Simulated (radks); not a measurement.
# Taking charge from the 1s level of Si⁵⁺ in fractions

Aim: follow energy and eigenvalue as charge leaves the 1s level of Si⁵⁺ bit by bit, and test Janak's theorem, Slater's transition state and the straight-line condition.

The numbers are computed with radks (a radial shooting solver on a logarithmic mesh, Libxc functionals) version 1 (scalar-relativistic Kohn-Sham, PBE, spin-polarised, spherical densities, point nucleus; open shells are filled with parallel spins first), except any that are marked as measured or tabulated.

## 1. Starting point

```
element       : silicon (Z = 14)
charge        : +5
electrons     : 9
configuration : 1s(up 1, down 1) 2s2 2p5
```

A shell typed twice in an input gives spin up, then spin down.

## 2. Start: 1s(up 1, down 1) 2s2 2p5

The run's settings:

```text
Z 14
configuration 1s1 1s1 2s2 2p5
relativity scalar-relativistic
functional pbe,pbe
spin polarised
nucleus point
c 137.035999084
```

## 3. 0.125 electron removed from 1s

The run's settings:

```text
Z 14
configuration 1s1 1s0.875 2s2 2p5
relativity scalar-relativistic
functional pbe,pbe
spin polarised
nucleus point
c 137.035999084
```

## 4. 0.25 electron removed from 1s

The run's settings:

```text
Z 14
configuration 1s1 1s0.75 2s2 2p5
relativity scalar-relativistic
functional pbe,pbe
spin polarised
nucleus point
c 137.035999084
```

## 5. 0.375 electron removed from 1s

The run's settings:

```text
Z 14
configuration 1s1 1s0.625 2s2 2p5
relativity scalar-relativistic
functional pbe,pbe
spin polarised
nucleus point
c 137.035999084
```

## 6. 0.5 electron removed from 1s

The run's settings:

```text
Z 14
configuration 1s1 1s0.5 2s2 2p5
relativity scalar-relativistic
functional pbe,pbe
spin polarised
nucleus point
c 137.035999084
```

## 7. 0.625 electron removed from 1s

The run's settings:

```text
Z 14
configuration 1s1 1s0.375 2s2 2p5
relativity scalar-relativistic
functional pbe,pbe
spin polarised
nucleus point
c 137.035999084
```

## 8. 0.75 electron removed from 1s

The run's settings:

```text
Z 14
configuration 1s1 1s0.25 2s2 2p5
relativity scalar-relativistic
functional pbe,pbe
spin polarised
nucleus point
c 137.035999084
```

## 9. 0.875 electron removed from 1s

The run's settings:

```text
Z 14
configuration 1s1 1s0.125 2s2 2p5
relativity scalar-relativistic
functional pbe,pbe
spin polarised
nucleus point
c 137.035999084
```

## 10. 1 electron removed from 1s

The run's settings:

```text
Z 14
configuration 1s1 1s0 2s2 2p5
relativity scalar-relativistic
functional pbe,pbe
spin polarised
nucleus point
c 137.035999084
```

Q: Predict the outcome of this session. Wanted: for each run, removed; E − E(0); eigenvalue; E minus straight line.

The runs gave:

| removed (e) | E − E(0) (eV) | eigenvalue (eV) | E minus straight line (eV) |
| --- | --- | --- | --- |
| 0 | 0.000 | -1890.8 | 0.000 |
| 0.125 | 237.51 | -1909.5 | -7.515 |
| 0.25 | 477.33 | -1927.9 | -12.712 |
| 0.375 | 719.43 | -1945.9 | -15.635 |
| 0.5 | 963.74 | -1963.2 | -16.347 |
| 0.625 | 1210.2 | -1979.8 | -14.935 |
| 0.75 | 1458.6 | -1994.9 | -11.536 |
| 0.875 | 1708.8 | -2007.5 | -6.380 |
| 1 | 1960.2 | -2012.7 | 0.000 |

What this shows: Removing the whole electron costs 1960.2 eV, against 1890.8 eV from minus the starting eigenvalue. Slater's transition state, half an electron removed, gives 1963.2 eV. The trapezoid integral of minus the eigenvalue gives 1960.1 eV over the range, against 1960.2 eV from the energies (Janak's theorem; approximate here, since the scalar-relativistic density holds large components alone). The eigenvalue moves by 122 eV per electron. E bends below the straight line by 16.35 eV at 0.5 electron removed.
